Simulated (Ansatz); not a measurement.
**ZrC: properties at the relaxed cell**

The task here is to estimate one member of a computed series from the others.

The COD entry's cell or inner coordinates are ideal or old and differ from later refinements, so a difference from it is no clean test against experiment.

Method: DFT PBE, scalar-relativistic, plane waves, PAW, in Ansatz 0.2.0.

**The structure to begin with**

It takes space group Fm-3m (No. 225, cubic). Conventional cell: a = 4.709 Å, b = 4.709 Å, c = 4.709 Å, α = 90.00°, β = 90.00°, γ = 90.00°. Around Zr (site symmetry m-3m) lie 6 C at 2.35 Å. C (site symmetry m-3m) has 6 Zr at 2.35 Å as nearest neighbours.

Structure file:

```
CELL_PARAMETERS angstrom
0.00000 2.35440 2.35440
2.35440 0.00000 2.35440
2.35440 2.35440 0.00000
ATOMIC_POSITIONS crystal
Zr 0.50000 0.50000 0.50000
C 0.00000 0.00000 0.00000
```

It is the result of an earlier relaxation at this level (volume 13.05 Å³/atom; gap on the mesh: none (metal)).

Set-up of the first run:

File input.yaml:

```yaml
crystal:
  lattice:
    - [0.0, 2.3543976076, 2.3543976076]
    - [2.3543976076, 0.0, 2.3543976076]
    - [2.3543976076, 2.3543976076, 0.0]
  atoms:
    - { symbol: Zr, position: [0.5, 0.5, 0.5] }
    - { symbol: C, position: [0.0, 0.0, 0.0] }
basis:
  ecutwfc: 420
kpoints:
  mp_grid: { grid: [16, 16, 16] }
  band_path:
    path:
      - [[0.0, 0.0, 0.0], [0.5, 0.0, 0.5], [0.625, 0.25, 0.625]]
      - [[0.375, 0.375, 0.75], [0.0, 0.0, 0.0], [0.5, 0.5, 0.5], [0.5, 0.25, 0.75], [0.5, 0.0, 0.5]]
    npoints: 14
hamiltonian:
  xc: pbe
scf:
  occupations: { method: gaussian, width: 0.1 }
  n_extra_bands: 6
output:
  forces: true
  stress: true
  eigenvalues: true
  populations: true
  dos: { projected: true, de: 0.02, nscf_kmesh: { grid: [24, 24, 24] } }
  bader: true
```

Run with:

```console
> ansatz run input.yaml --threads 1 --pin off --max-ram 2560MiB --backend cpu --events-out ev --progress --plain --runs-dir out
```

Steps of the session up to this table: Static run: bands, density of states and charges; The cell as listed, for comparison; The cell scaled to 0.97 of its volume; The cell scaled to 1.03 of its volume; Volume × 0.94; Point at V/V0 = 1.06; Volume × 0.91; The cell scaled to 1.10 of its volume; Volume × 0.88.

One of the session's tables, all rows but one given; the rest of the session is left out.

It belongs to the step «Energy against volume». 

```
volume (Å³/atom)  energy above the lowest point (meV/atom)  pressure (GPa)
          11.485                                     160.8           36.70
          11.876                                      85.5           25.31
          12.268                                      35.9           15.54
          12.659                                       8.4            7.17
          13.051                                       0.0           -0.03
          13.442                                       7.8           -6.20
          13.834                                         ?               ?
          14.356                                      77.2          -17.44
```

**Question.** Estimate the row for volume (Å³/atom) = 13.834.

Worked estimate for «energy above the lowest point (meV/atom)». A straight line through the neighbours (13.442, 7.8) and (14.356, 77.2) gives 7.8 + (77.2 − 7.8) × (13.834 − 13.442) / (14.356 − 13.442) = 37.6; a parabola fitted to 3 rows on both sides gives 28.8.

As computed: energy above the lowest point (meV/atom): 29.7; pressure (GPa): -11.51. In «energy above the lowest point (meV/atom)» the line misses by +7.9 and the parabola by -0.9.
